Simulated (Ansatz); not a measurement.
# AsH6NSi: up Jacob's ladder to CCSD(T)

How much do the methods differ for AsH6NSi? The plan is to run it at one geometry with functionals of several rungs and with coupled cluster, and see how far each lands from CCSD(T) at the basis-set limit for the atomisation energy.

Program: Ansatz 0.2.0, Gaussian basis. Level of theory: functionals in def2-TZVPP, the program's frozen cores in correlated methods. These are calculated values, not measurements.

Plan: LDA (SPW92), PBE-D4, revPBE-D4, BLYP-D4, r2SCAN-D4, B97M-V, PBE0-D4, B3LYP-D4, r2SCANh-D4, r2SCAN0-D4, HSE06-D4, BHLYP-D4, CAM-B3LYP-D4, LC-ωPBE, ωB97X-V, ωB97M-V, B2PLYP, PBE-QIDH; CCSD(T)/def2-SVP; CCSD(T)/def2-TZVPP; MP2/def2-QZVPP; extrapolation to the limit; RPA on PBE.

## (1) Structure used throughout

All runs share one geometry, relaxed beforehand with PBE0-D4 in a triple-zeta def2 set.

SMILES `[SiH3]N[AsH2]`, 9 atoms, charge 0, spin multiplicity 1.

Atoms are counted from 1 here; the program's logs count them from 0.

Bond lengths: Si1–N2 1.720 Å, Si1–H4 1.491 Å, Si1–H5 1.487 Å, Si1–H6 1.487 Å, N2–As3 1.845 Å, N2–H7 1.006 Å, As3–H8 1.528 Å, As3–H9 1.533 Å. Angles: N2–Si1–H4 112.7°, N2–Si1–H5 108.3°, N2–Si1–H6 109.5°, H4–Si1–H5 108.9°, H4–Si1–H6 107.2°, H5–Si1–H6 110.2°, Si1–N2–As3 125.8°, Si1–N2–H7 119.8°, As3–N2–H7 112.6°, N2–As3–H8 96.8°, N2–As3–H9 98.4°, H8–As3–H9 91.1°.

## (2) LDA

This LDA is Slater exchange with PW92 correlation.

The input, in.yaml:

```yaml
crystal:
  periodic: [false, false, false]
  atoms:
    - {symbol: Si, position_ang: [-0.540247, 0.652461, -0.822670]}
    - {symbol: N, position_ang: [0.871844, 0.223737, 0.060336]}
    - {symbol: As, position_ang: [0.977105, -1.081701, 1.359895]}
    - {symbol: H, position_ang: [-1.069164, -0.472636, -1.645710]}
    - {symbol: H, position_ang: [-0.202957, 1.789302, -1.720638]}
    - {symbol: H, position_ang: [-1.616299, 1.048826, 0.123938]}
    - {symbol: H, position_ang: [1.776609, 0.515161, -0.270419]}
    - {symbol: H, position_ang: [-0.194544, -0.587152, 2.207150]}
    - {symbol: H, position_ang: [0.086052, -2.134198, 0.691118]}
basis:
  gaussian: {orbitals: def2-TZVPP}
hamiltonian: {xc: lda}
output: {orbitals: {seedname: orbitals}}
```

Run with:

```sh
ansatz run in.yaml --threads 2 --pin off --events-out ev --progress --plain --max-ram 4352MiB
```

Further steps of the session: PBE-D4 (GGA); revPBE-D4 (GGA); BLYP-D4 (GGA); r2SCAN-D4 (meta-GGA); B97M-V (meta-GGA); B3LYP-D4 (hybrid); r2SCANh-D4 (hybrid); r2SCAN0-D4 (hybrid); HSE06-D4 (hybrid); BHLYP-D4 (hybrid); CAM-B3LYP-D4 (range-separated); LC-ωPBE (range-separated); ωB97X-V (range-separated); ωB97M-V (range-separated); B2PLYP (double hybrid); PBE-QIDH (double hybrid); CCSD(T) in def2-SVP; CCSD(T) in def2-TZVPP; MP2 in def2-QZVPP; RPA on PBE orbitals.

Q: Predict the results of all the runs planned. Wanted: atomisation energy, CCSD(T)/CBS; farthest beyond LDA; mean size of error, GGA; mean size of error, meta-GGA; mean size of error, hybrid; mean size of error, range-separated; mean size of error, double hybrid; gap, smallest and largest; T1 diagnostic.

As calculated:

| quantity | value |
| --- | --- |
| atomisation energy, CCSD(T)/CBS | 2588.4 kJ/mol |
| functionals within 25.9 kJ/mol (1.0 %) | PBE-D4, BLYP-D4, r2SCAN-D4, B97M-V, B3LYP-D4, CAM-B3LYP-D4, ωB97M-V |
| farthest beyond LDA | PBE-QIDH (-61.5 kJ/mol) |
| mean size of error, GGA | 21.6 kJ/mol |
| mean size of error, meta-GGA | 17.2 kJ/mol |
| mean size of error, hybrid | 38.7 kJ/mol |
| mean size of error, range-separated | 29.1 kJ/mol |
| mean size of error, double hybrid | 47.1 kJ/mol |
| gap, smallest and largest | 4.74 eV (LDA (SPW92)), 12.01 eV (LC-ωPBE) |
| T1 diagnostic | 0.0111 |
| triples share of the correlation energy | 3.5 % |

What this shows: LDA overbinds by 341.8 kJ/mol (13 %). PBE-D4 is off by -2.4 kJ/mol. Double hybrids carry the basis error of their MP2 part in triple zeta, and no dispersion term here, so their miss is partly the set-up's. The rungs meta-GGA, GGA miss on average by less than the doubt on the reference (25.9 kJ/mol), so they tie. Misses under about 25.9 kJ/mol are within the doubt on the reference itself, which lacks core-valence correlation, relativity and higher excitations, and its outer-core shells are covered unevenly. Hartree-Fock recovers 69 % of the binding; the rest is correlation. CCSD(T) in def2-SVP is off by -232.4 kJ/mol, which most functionals beat. Orbital gaps span 4.7 to 12.0 eV; exact exchange widens them. Correlated methods include outer-core shells of As, which these sets cover unevenly.
